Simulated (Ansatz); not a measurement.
# Al: the cost of one run

Computed with Ansatz 0.2.0 (DFT r2SCAN, scalar-relativistic, plane waves, PAW, unless a step's input says otherwise).

1 further run of the same task is left out (set aside as unsound or not needed). Runs told in other sessions of the task aren't counted.

### 1 The starting structure

Symmetry: P6_3/mmc, No. 194, hexagonal system. Conventional cell: a = 2.808 Å, b = 2.808 Å, c = 4.689 Å, α = 90.00°, β = 90.00°, γ = 120.00°. Around Al (site symmetry -6m2) lie 12 Al at 2.81 to 2.85 Å.

As a file:

```xyz
2
Lattice="2.8081 0.0000 0.0000 -1.4040 2.4319 0.0000 0.0000 0.0000 4.6891" Properties=species:S:1:pos:R:3 pbc="T T T"
Al    1.4040    0.8106    3.5168
Al    0.0000    1.6212    1.1723
```

It goes back to an entry of the Materials Project, which need not be the stable form.

This cell was relaxed beforehand with the same method: volume 16.01 Å³/atom, gap on the mesh none (metal).

### 2 The reference cell

Reference values: F = -1080.7486 eV; pressure 0.08 GPa; largest force 0.000 eV/Å; gap on the mesh none (metal). It was computed beforehand with the settings of the runs below.

### 3 Next: energy and stress against strain

The cell is strained by ε times the Voigt pattern (0, 1, 0, 0, 0, 0) (xx, yy, zz, yz, xz, xy; engineering shear), with fractional coordinates fixed (clamped ions). The stress on the pattern is the sum of the stress components weighted by it, tension positive.

### 4 At ε = -0.0200

The input, input.yaml:

```yaml
crystal:
  lattice:
    - [2.8080863938, 0.0, 0.0]
    - [-1.4040431969, 2.38323667, 0.0]
    - [0.0, 0.0, 4.6890806101]
  atoms:
    - { symbol: Al, position: [0.6666666667, 0.3333333333, 0.75] }
    - { symbol: Al, position: [0.3333333333, 0.6666666667, 0.25] }
basis:
  ecutwfc: 500
kpoints:
  mp_grid: { grid: [24, 24, 14] }
hamiltonian:
  xc: r2scan
scf:
  occupations: { method: gaussian, width: 0.15 }
output:
  forces: true
  stress: true
  eigenvalues: true
```

Run with:

```sh
$ ansatz run input.yaml --threads 1 --pin off --max-ram 2560MiB --backend cpu --events-out ev --progress --plain --runs-dir out
```

Q: Estimate wall time and peak memory on 1 thread of Intel Xeon at 2.70GHz, shared host.

About 24 s, with a peak of 0.77 GiB.
